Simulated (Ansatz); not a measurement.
# Cs2InAgCl6: the cost of one run

All numbers are computed with Ansatz 0.2.0 through its Python package. Level of theory: DFT PBEsol, plane waves, norm-conserving potentials.

**1. The structure**

It takes space group Fm-3m (No. 225, cubic). The conventional cell has a = 10.469 Å, b = 10.469 Å, c = 10.469 Å, α = 90.00°, β = 90.00°, γ = 90.00°. Cs (site symmetry -43m) is surrounded by 12 Cl at 3.70 Å. In (site symmetry m-3m) is surrounded by 6 Cl at 2.51 Å. Ag (site symmetry m-3m) is surrounded by 6 Cl at 2.72 Å. Cl (site symmetry 4mm) has 1 In at 2.51 Å and 1 Ag at 2.72 Å as nearest neighbours.

The script holds or builds the structure itself.

**2. The script**

File eos_cs2inagcl6.py:

```python
import warnings

import ansatz as az
import numpy as np
from pymatgen.analysis.eos import EOS

VECTORS = np.array([
    [0.0, 5.2345, 5.2345],
    [5.2345, 0.0, 5.2345],
    [5.2345, 5.2345, 0.0],
])
SITES = [
    ("Cs", (0.25, 0.25, 0.25)),
    ("Cs", (0.75, 0.75, 0.75)),
    ("In", (0.0, 0.0, 0.0)),
    ("Ag", (0.5, 0.5, 0.5)),
    ("Cl", (0.76021, 0.23979, 0.23979)),
    ("Cl", (0.23979, 0.76021, 0.23979)),
    ("Cl", (0.23979, 0.76021, 0.76021)),
    ("Cl", (0.76021, 0.23979, 0.76021)),
    ("Cl", (0.23979, 0.23979, 0.76021)),
    ("Cl", (0.76021, 0.76021, 0.23979)),
]


def crystal_on(cell):
    crystal = az.Crystal(lattice=az.Lattice.of(cell))
    for symbol, position in SITES:
        crystal = crystal.atom(symbol, position)
    return crystal


def main() -> None:
    warnings.simplefilter("ignore", az.DeckWarning)

    volumes, energies = [], []
    for scale in np.linspace(0.95, 1.07, 5):
        cell = VECTORS * scale ** (1 / 3)
        base = crystal_on(cell).calculation()
        base = base.functional("pbesol").pseudopotentials("nc")
        base = base.occupations(az.OccupationsMethod.FIXED)
        base = base.scf(algorithm="density_mixing", self_checks="low")
        base = base.kpoints(4, 4, 4)
        data = base.run().report
        volumes.append(abs(np.linalg.det(cell)) / len(SITES))
        energies.append(data["free_energy_ev"] / len(SITES))
        print(f"V = {volumes[-1]:8.4f} A^3/atom  F = {energies[-1]:.5f} eV/atom")

    for form in ["vinet", "murnaghan"]:
        fit = EOS(eos_name=form).fit(volumes, energies)
        print(f"{form:18s} V0 {fit.v0:8.4f} A^3/atom  B0 {fit.b0_GPa:7.1f} GPa  B1 {fit.b1:5.2f}")


if __name__ == "__main__":
    main()
```

**3. The input behind the calls**

The package turns the script's settings into the engine's input (first run):

```yaml
crystal:
  lattice:
    - [0.0, 5.1457625182070625, 5.1457625182070625]
    - [5.1457625182070625, 0.0, 5.1457625182070625]
    - [5.1457625182070625, 5.1457625182070625, 0.0]
  atoms:
    - { symbol: Cs, position: [0.25, 0.25, 0.25] }
    - { symbol: Cs, position: [0.75, 0.75, 0.75] }
    - { symbol: In, position: [0.0, 0.0, 0.0] }
    - { symbol: Ag, position: [0.5, 0.5, 0.5] }
    - { symbol: Cl, position: [0.76021, 0.23979, 0.23979] }
    - { symbol: Cl, position: [0.23979, 0.76021, 0.23979] }
    - { symbol: Cl, position: [0.23979, 0.76021, 0.76021] }
    - { symbol: Cl, position: [0.76021, 0.23979, 0.76021] }
    - { symbol: Cl, position: [0.23979, 0.23979, 0.76021] }
    - { symbol: Cl, position: [0.76021, 0.76021, 0.23979] }
kpoints:
  mp_grid:
    grid: [4, 4, 4]
hamiltonian:
  xc: pbesol
  pseudopotentials:
    kind: nc
scf:
  algorithm: density_mixing
  self_checks: low
  occupations:
    method: fixed
```

**4. Launch**

Launch:

```bash
$ python eos_cs2inagcl6.py
```

Q: Estimate wall time and peak memory on 1 thread of Intel Xeon 6975P-C (Granite Rapids), shared host.

About 95 s, with a peak of 1.3 GiB.
